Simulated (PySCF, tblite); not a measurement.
**C2H6BO5 radical, a small gas-phase stand-in for a defect centre (C site with back bonds O, OB(O)O, OC): EPR parameters**

Wanted: the EPR parameters for `CO[C](O)OB(O)O`. It is drawn as: dangling bond.

Computed with tblite 0.8.0 and PySCF 2.14.0; each step states its level. No surroundings beyond the atoms listed, unless a continuum is named. Atoms count from 0, parts from 1.

### 1 The system as given

14 atoms, charge 0, multiplicity 2; geometry: distance geometry start.

### 2 Geometry optimisation with GFN2-xTB

What the job is given:

```
{"job": {"kind": "relax", "xc": "GFN2-xTB", "basis": "xTB"}, "charge": 0, "multiplicity": 2}
C     -0.368420     0.480420    -0.347699
O     -0.468819     1.601039     0.468378
O      0.806743     0.380537    -1.052705
B      1.835918     0.062973    -0.103479
O      2.807947     1.030953     0.436664
O      2.027559    -1.340066     0.204288
O     -1.476471     0.113135    -0.997640
C     -2.340379    -0.668882    -0.182690
H     -1.360724     1.997758     0.455929
H      3.651739     0.541582     0.529545
H      2.624459    -1.690814    -0.490928
H     -1.844503    -0.847450     0.792790
H     -3.264947    -0.043995    -0.008040
H     -2.588901    -1.626928    -0.598774
```

Method: GFN2-xTB geometry optimisation, gas phase.

Launch:

```sh
$ OMP_NUM_THREADS=1 python cluster_run.py task.json out
```

This one command runs all jobs of the session in turn.

Standard output:

```text
step      E/eV     max force
  0    -786.48397    3.446
  1    -786.82627    2.295
  2    -786.99788    2.008
  3    -787.06210    0.739
  4    -787.10104    0.628
  5    -787.17715    0.760
  6    -787.20817    0.561
  7    -787.24769    0.471
  8    -787.27570    0.332
  9    -787.29610    0.337
 10    -787.30520    0.245
 11    -787.31138    0.189
 12    -787.31741    0.256
 13    -787.32456    0.362
 14    -787.33429    0.451
 15    -787.35039    0.601
 16    -787.37609    0.983
 17    -787.41862    1.205
 18    -787.51239    1.594
 19    -787.34471    4.760
 20    -787.58032    2.154
 21    -787.59044    1.388
 22    -787.68188    0.573
 23    -787.71061    0.788
 24    -787.74154    0.854
 25    -787.78842    0.661
 26    -787.81141    0.266
 27    -787.82058    0.616
 28    -787.82795    0.251
 29    -787.83254    0.175
 30    -787.83656    0.136
 31    -787.83826    0.131
 32    -787.84033    0.134
 33    -787.84268    0.130
 34    -787.84579    0.149
 35    -787.84970    0.227
 36    -787.85541    0.270
 37    -787.86467    0.292
 38    -787.88027    0.503
 39    -787.90501    0.655
 40    -787.94250    0.583
 41    -787.97330    0.506
 42    -787.95432    1.659
 43    -788.00848    0.366
 44    -788.01998    0.394
 45    -788.04391    0.355
 46    -788.06091    0.346
 47    -788.06988    0.200
 48    -788.07576    0.242
 49    -788.08664    0.303
 50    -788.10152    0.310
 51    -788.11958    0.354
 52    -788.13194    0.338
 53    -788.14548    0.293
 54    -788.15410    0.242
 55    -788.16194    0.210
 56    -788.16566    0.153
 57    -788.16836    0.159
 58    -788.17064    0.139
 59    -788.17289    0.120
 60    -788.17510    0.106
 61    -788.17635    0.080
 62    -788.17735    0.077
 63    -788.17810    0.050
 64    -788.17847    0.046
 65    -788.17871    0.042
 66    -788.17894    0.043
 67    -788.17917    0.045
 68    -788.17942    0.046
 69    -788.17968    0.053
 70    -788.17999    0.048
 71    -788.18032    0.046
 72    -788.18062    0.044
 73    -788.18091    0.045
 74    -788.18119    0.039
 75    -788.18149    0.040
 76    -788.18180    0.044
 77    -788.18214    0.057
 78    -788.18258    0.063
 79    -788.18318    0.071
 80    -788.18389    0.063
 81    -788.18454    0.055
 82    -788.18509    0.060
 83    -788.18567    0.067
 84    -788.18662    0.101
 85    -788.18858    0.162
 86    -788.19230    0.257
 87    -788.19710    0.304
 88    -788.19571    0.561
 89    -788.21051    0.242
 90    -788.21625    0.196
 91    -788.22101    0.317
 92    -788.22541    0.146
 93    -788.22969    0.148
 94    -788.23958    0.330
 95    -788.24626    0.312
 96    -788.26008    0.411
 97    -788.27787    0.409
 98    -788.28323    0.297
 99    -788.28774    0.496
100    -788.29670    0.435
101    -788.30033    0.327
102    -788.30476    0.208
103    -788.30648    0.256
104    -788.30935    0.199
105    -788.31065    0.126
106    -788.31147    0.098
107    -788.31220    0.103
108    -788.31362    0.112
109    -788.31501    0.157
110    -788.31711    0.138
111    -788.31957    0.154
112    -788.32242    0.160
113    -788.32494    0.196
114    -788.32577    0.152
115    -788.32902    0.115
116    -788.33040    0.155
117    -788.33227    0.144
118    -788.33367    0.111
119    -788.33470    0.142
120    -788.33517    0.121
121    -788.33602    0.078
122    -788.33670    0.079
123    -788.33799    0.119
124    -788.33927    0.091
125    -788.34111    0.164
126    -788.34284    0.151
127    -788.34356    0.298
128    -788.34576    0.143
129    -788.34701    0.072
130    -788.34793    0.217
131    -788.35003    0.077
132    -788.35155    0.062
133    -788.35246    0.287
134    -788.35490    0.098
135    -788.35621    0.104
136    -788.35271    0.367
137    -788.35877    0.110
138    -788.36034    0.104
139    -788.36143    0.335
140    -788.36535    0.079
141    -788.36725    0.088
142    -788.36361    0.541
143    -788.37054    0.082
144    -788.37199    0.095
145    -788.36845    0.466
146    -788.37492    0.104
147    -788.37624    0.101
148    -788.37469    0.476
149    -788.37897    0.084
150    -788.38006    0.094
151    -788.38033    0.366
152    -788.38316    0.099
153    -788.38433    0.095
154    -788.38717    0.331
155    -788.38971    0.112
156    -788.39113    0.106
157    -788.39319    0.169
158    -788.39446    0.113
159    -788.39550    0.096
160    -788.39706    0.082
161    -788.39827    0.103
162    -788.40029    0.178
163    -788.40266    0.192
164    -788.40615    0.188
165    -788.40953    0.156
166    -788.41170    0.434
167    -788.41800    0.154
168    -788.42332    0.140
169    -788.42580    0.156
170    -788.42551    0.305
171    -788.42945    0.073
172    -788.43085    0.070
173    -788.43453    0.206
174    -788.43671    0.086
175    -788.43851    0.093
176    -788.44083    0.148
177    -788.44233    0.114
178    -788.44322    0.131
179    -788.44388    0.113
180    -788.44451    0.097
181    -788.44526    0.069
182    -788.44585    0.097
183    -788.44639    0.073
184    -788.44688    0.082
185    -788.44750    0.064
186    -788.44811    0.054
187    -788.44863    0.064
188    -788.44897    0.048
189    -788.44925    0.063
190    -788.44954    0.066
191    -788.44988    0.057
192    -788.45021    0.042
193    -788.45051    0.033
194    -788.45075    0.044
195    -788.45102    0.033
196    -788.45114    0.024
197    -788.45121    0.028
198    -788.45128    0.030
199    -788.45140    0.035
200    -788.45153    0.039
201    -788.45153    0.039
202    -788.45396    0.087
203    -788.45467    0.046
204    -788.45510    0.045
205    -788.45519    0.067
206    -788.45526    0.049
207    -788.45523    0.055
208    -788.45537    0.024
209    -788.45538    0.025
210    -788.45540    0.005
```

It took 4.1 s on 1 thread of Arm Neoverse V1, shared host.

Along the way:

```tsv
step	energy from step 0 (eV)	largest force (eV/Å)
0	0.0000	3.4465
8	-0.7917	0.3323
16	-0.8921	0.9823
24	-1.2576	0.8540
32	-1.3564	0.1337
40	-1.4585	0.5831
48	-1.5918	0.2413
56	-1.6817	0.1530
64	-1.6945	0.0459
72	-1.6966	0.0441
80	-1.6999	0.0636
88	-1.7117	0.5616
96	-1.7761	0.4107
104	-1.8254	0.1988
112	-1.8384	0.1605
120	-1.8512	0.1216
128	-1.8618	0.1438
136	-1.8687	0.3675
144	-1.8880	0.0952
152	-1.8992	0.0984
160	-1.9131	0.0828
168	-1.9393	0.1403
176	-1.9569	0.1476
184	-1.9629	0.0817
192	-1.9662	0.0430
200	-1.9676	0.0395
208	-1.9714	0.0234
210	-1.9714	0.0050
```

Distances of close pairs at the start and the end, largest changes first:

```tsv
bond	before (Å)	after (Å)	change (Å)
B3–O4	1.474	1.369	-0.105
B3–O5	1.449	1.360	-0.089
O2–B3	1.436	1.361	-0.074
C0–O6	1.336	1.375	+0.039
C0–O1	1.390	1.352	-0.038
C7–H12	1.130	1.094	-0.035
O5–H10	0.981	0.956	-0.025
O4–H9	0.980	0.957	-0.023
```

### 3 Optimising the geometry at PBE0-D3(BJ)/def2-SVP

What the job is given:

```
{"job": {"xc": "PBE0", "basis": "def2-SVP", "d3": "d3bj", "grid": 2, "kind": "geom", "shake": 0.01}, "charge": 0, "multiplicity": 2}
C     -0.636483     0.665666     0.352218
O     -0.350406     2.001609     0.366816
O      0.323372    -0.244954     0.235400
B      1.711490    -0.029028     0.076774
O      2.193967     1.214880    -0.119092
O      2.518902    -1.090671     0.132004
O     -1.769584     0.427405    -0.401021
C     -2.317853    -0.853756    -0.249176
H      0.584544     2.143892     0.139233
H      3.148689     1.230656    -0.169543
H      2.089770    -1.942275     0.290502
H     -1.603534    -1.633593    -0.502116
H     -2.697918    -1.008018     0.775583
H     -3.201433    -0.896420    -0.913175
```

Standard output:

```text
step   0  E = -480.01161999  max force = 0.046699
step   1  E = -480.01654914  max force = 0.025507
step   2  E = -480.01662320  max force = 0.022290
step   3  E = -480.01890753  max force = 0.009099
step   4  E = -480.01767463  max force = 0.011830
step   5  E = -480.01893567  max force = 0.011013
step   6  E = -480.01980104  max force = 0.004899
step   7  E = -480.02050603  max force = 0.005189
step   8  E = -480.02139953  max force = 0.004006
step   9  E = -480.02210472  max force = 0.005328
step  10  E = -480.02253750  max force = 0.002488
step  11  E = -480.02292129  max force = 0.002801
step  12  E = -480.02298019  max force = 0.001199
step  13  E = -480.02298881  max force = 0.000606
step  14  E = -480.02299034  max force = 0.000281
optimisation converged
```

Run time: 4.5 min. Hardware: 1 thread of Arm Neoverse V1, shared host; peak memory 0.79 GiB.

Along the way: (the energy doesn't fall at every step)

```tsv
step	energy from step 0 (eV)	largest force component (eV/Å)
0	0.0000	2.4014
1	-0.1341	1.3116
2	-0.1361	1.1462
3	-0.1983	0.4679
4	-0.1648	0.6083
5	-0.1991	0.5663
6	-0.2226	0.2519
7	-0.2418	0.2668
8	-0.2661	0.2060
9	-0.2853	0.2740
10	-0.2971	0.1279
11	-0.3075	0.1440
12	-0.3091	0.0617
13	-0.3094	0.0312
14	-0.3094	0.0144
```

Distances of close pairs at the start and the end, largest changes first:

```tsv
bond	before (Å)	after (Å)	change (Å)
C0–O2	1.328	1.395	+0.066
O2–B3	1.414	1.365	-0.048
C0–O6	1.381	1.342	-0.039
C0–O1	1.366	1.343	-0.023
B3–O5	1.335	1.358	+0.023
B3–O4	1.349	1.370	+0.022
C7–H11	1.087	1.102	+0.015
C7–H13	1.106	1.098	-0.009
```

The final coordinates are the input of the step that follows.

```tsv
at the end point	value
point group (found at 0.08 Å tolerance)	C1
rotational constants (GHz, main isotopes)	3.717, 1.351, 1.034
dipole moment (D)	3.02
⟨S²⟩	0.752
```

### 4 EPR parameters: B3LYP/IGLO-III+pcH-1

What the job is given:

```
{"job": {"kind": "epr"}, "charge": 0, "multiplicity": 2}
C     -0.644578     0.690899    -0.051273
O     -0.380357     1.917067    -0.531394
O      0.377163    -0.246634    -0.199355
B      1.675615     0.031479     0.118537
O      2.015211     1.293127     0.532228
O      2.630110    -0.930141     0.025562
O     -1.812934     0.248423    -0.541612
C     -2.281605    -0.963831    -0.010753
H      0.461051     2.192857    -0.133071
H      2.955966     1.381737     0.713553
H      2.265102    -1.768132    -0.276063
H     -1.611960    -1.802959    -0.260697
H     -2.384247    -0.907098     1.086858
H     -3.267850    -1.146096    -0.456442
```

With the program's defaults for keys left out, this is: UKS B3LYP, IGLO-III on B C O, pcH-1 on H, non-relativistic, mean-field spin-orbit, GIAO.

Standard output:

```text
UKS, coarse grid
  cycle   1  E = -480.80687011  |g| = 9.63e-01
  cycle   2  E = -480.39375756  |g| = 1.46e+00
  cycle   3  E = -481.10768038  |g| = 9.01e-02
  cycle   4  E = -481.10918048  |g| = 6.88e-02
  cycle   5  E = -481.11073275  |g| = 1.23e-02
  cycle   6  E = -481.11078691  |g| = 4.32e-03
  cycle   7  E = -481.11079592  |g| = 1.30e-03
  cycle   8  E = -481.11079593  |g| = 7.58e-04
UKS, final grid
  cycle   1  E = -481.11078950  |g| = 1.20e-03
  cycle   2  E = -481.11078859  |g| = 2.06e-03
  cycle   3  E = -481.11078998  |g| = 7.59e-05
  cycle   4  E = -481.11078999  |g| = 3.01e-05
  cycle   5  E = -481.11078999  |g| = 2.06e-05
E = -481.11078999 Eh   <S^2> = 0.7522 (exact 0.7500)
g shifts (ppm)      1          2          3
  rmc          -233       -233       -233
  gc             25         44         46
  oz_so        -182        956       1263
  total        -390        767       1077
hyperfine (MHz)  atom isotope    a_iso     a_fc   dipolar eigenvalues
    0   13C     438.29     438.29    -65.35    -63.06    128.40
    1   17O     -15.38     -15.38    -42.02     20.30     21.72
    2   17O     -55.03     -55.03    -30.77     15.01     15.76
    3   11B      -2.54      -2.54     -2.60      0.63      1.97
    4   17O       0.25       0.25     -0.63     -0.00      0.63
    5   17O      -2.10      -2.10     -2.57      1.11      1.46
    6   17O     -13.70     -13.70    -38.30     18.18     20.11
    7   13C      14.86      14.86     -1.84     -1.06      2.90
    8    1H       3.69       3.69    -11.93     -7.61     19.53
    9    1H      -0.34      -0.34     -1.43     -1.35      2.78
   10    1H      -0.66      -0.66     -1.87     -0.88      2.76
   11    1H       5.27       5.27     -3.20     -2.90      6.10
   12    1H       3.56       3.56     -4.87     -3.70      8.57
   13    1H      -1.64      -1.64     -2.71     -2.13      4.83
```

Wall time 88 s (1 thread of Arm Neoverse V1, shared host); peak memory 1.3 GiB.

Principal g values 2.00193, 2.00309, 2.00340; g(iso) = 2.00280, against 2.00232 for a free electron.

Hyperfine couplings, nucleus by nucleus at this fixed geometry (no averaging over rotations):

```tsv
nuclei	isotope	a(iso) (MHz)	a(iso) (G, at g = 2.0023)	largest dipolar term (MHz)
C0	13C	438.3	156.4	128.4
O2	17O	-55.0	-19.6	-30.8
O1	17O	-15.4	-5.5	-42.0
C7	13C	14.9	5.3	2.9
O6	17O	-13.7	-4.9	-38.3
H11	1H	5.3	1.9	6.1
H8	1H	3.7	1.3	19.5
H12	1H	3.6	1.3	8.6
B3	11B	-2.5	-0.9	-2.6
O5	17O	-2.1	-0.8	-2.6
H13	1H	-1.6	-0.6	4.8
H10	1H	-0.7	-0.2	2.8
H9	1H	-0.3	-0.1	2.8
O4	17O	0.3	0.1	0.6
```

Mulliken spin populations:

C0 0.86; O1 0.06; O2 0.01; B3 0.03; O4 0.00; O5 0.00; O6 0.04; C7 -0.02; H8 -0.01; H9 0.00; H10 0.00; H11 0.00; H12 0.02; H13 0.00

In first order the couplings over 0.8 MHz of 1H, 11B give 64 distinct lines over 7.8 G.

### 5 EPR parameters: BHandHLYP/IGLO-III+pcH-1

Same as in step 4 but for these lines:

```diff
@@ -1,2 +1,2 @@
-{"job": {"kind": "epr"}, "charge": 0, "multiplicity": 2}
+{"job": {"kind": "epr", "xc": "BHandHLYP"}, "charge": 0, "multiplicity": 2}
 C     -0.644578     0.690899    -0.051273
```

Level: UKS BHandHLYP, IGLO-III on B C O, pcH-1 on H, non-relativistic, mean-field spin-orbit, GIAO.

Standard output:

```text
UKS, coarse grid
  cycle   1  E = -480.62945755  |g| = 8.11e-01
  cycle   2  E = -480.61909904  |g| = 8.64e-01
  cycle   3  E = -480.85713067  |g| = 5.25e-02
  cycle   4  E = -480.85814664  |g| = 3.42e-02
  cycle   5  E = -480.85857682  |g| = 9.86e-03
  cycle   6  E = -480.85864071  |g| = 2.52e-03
  cycle   7  E = -480.85864881  |g| = 1.41e-03
  cycle   8  E = -480.85865059  |g| = 5.48e-04
UKS, final grid
  cycle   1  E = -480.85864479  |g| = 5.32e-04
  cycle   2  E = -480.85864479  |g| = 6.13e-04
  cycle   3  E = -480.85864491  |g| = 6.96e-05
  cycle   4  E = -480.85864492  |g| = 4.20e-05
  cycle   5  E = -480.85864492  |g| = 7.33e-06
E = -480.85864492 Eh   <S^2> = 0.7535 (exact 0.7500)
g shifts (ppm)      1          2          3
  rmc          -237       -237       -237
  gc             23         45         48
  oz_so        -176        930       1196
  total        -389        738       1008
hyperfine (MHz)  atom isotope    a_iso     a_fc   dipolar eigenvalues
    0   13C     483.67     483.67    -69.98    -67.12    137.10
    1   17O     -19.77     -19.77    -41.62     19.78     21.84
    2   17O     -54.58     -54.58    -31.72     15.46     16.25
    3   11B      -3.24      -3.24     -2.31      0.07      2.24
    4   17O       0.88       0.88     -0.76      0.19      0.57
    5   17O      -1.73      -1.73     -2.05      0.85      1.20
    6   17O     -17.19     -17.19    -37.62     17.55     20.07
    7   13C      11.98      11.98     -1.90     -1.05      2.94
    8    1H       2.14       2.14    -12.39     -7.83     20.21
    9    1H      -0.41      -0.41     -1.43     -1.34      2.76
   10    1H      -0.60      -0.60     -1.80     -1.02      2.82
   11    1H       3.95       3.95     -3.29     -2.96      6.26
   12    1H       1.80       1.80     -4.93     -3.95      8.88
   13    1H      -1.80      -1.80     -2.68     -2.18      4.86
```

Wall time 90 s (1 thread of Arm Neoverse V1, shared host); peak memory 1.3 GiB.

In short: g(iso) 2.00277.

### 6 Run by run: EPR parameters

g, ⟨S²⟩ and isotropic hyperfine couplings (MHz), with basis size and wall time:

```tsv
run	g(iso)	⟨S²⟩	13C C0	17O O2	17O O1	13C C7	17O O6	functions	time
B3LYP/IGLO-III+pcH-1	2.00280	0.752	438.3	-55.0	-15.4	14.9	-13.7	340	88 s
BHandHLYP/IGLO-III+pcH-1	2.00277	0.754	483.7	-54.6	-19.8	12.0	-17.2	340	90 s
```

### 7 Summary of results

| quantity | value |
| --- | --- |
| point group | C1 |
| rotational constants (main isotopes) | 3.72, 1.35, 1.03 GHz |
| g(iso) (B3LYP) | 2.00280 |
| ⟨S²⟩ | 0.752 (exact 0.75) |
| largest a(iso) | 13C on C0, 438.3 MHz |

**Reading.** The start of the PBE0/def2-SVP relaxation was shaken at random by about 0.01 Å, so part of the energy gained, and of the first lengths quoted, undoes that. Relaxing lowered the energy by 0.309 eV in 14 steps; the close pair that moved most is C0–O2, from 1.328 to 1.395 Å (PBE0/def2-SVP). Most of the unpaired spin sits on C0 (0.86 e). The isotropic g lies 0.5 ppt above the free-electron value. The coupling of 13C on C0 runs from 438.3 (B3LYP/IGLO-III+pcH-1) to 483.7 MHz (BHandHLYP/IGLO-III+pcH-1). A capped cluster stands for the solid here, so long-range fields and strain are missing, and bands or shifts of the capping hydrogens have no counterpart in it.
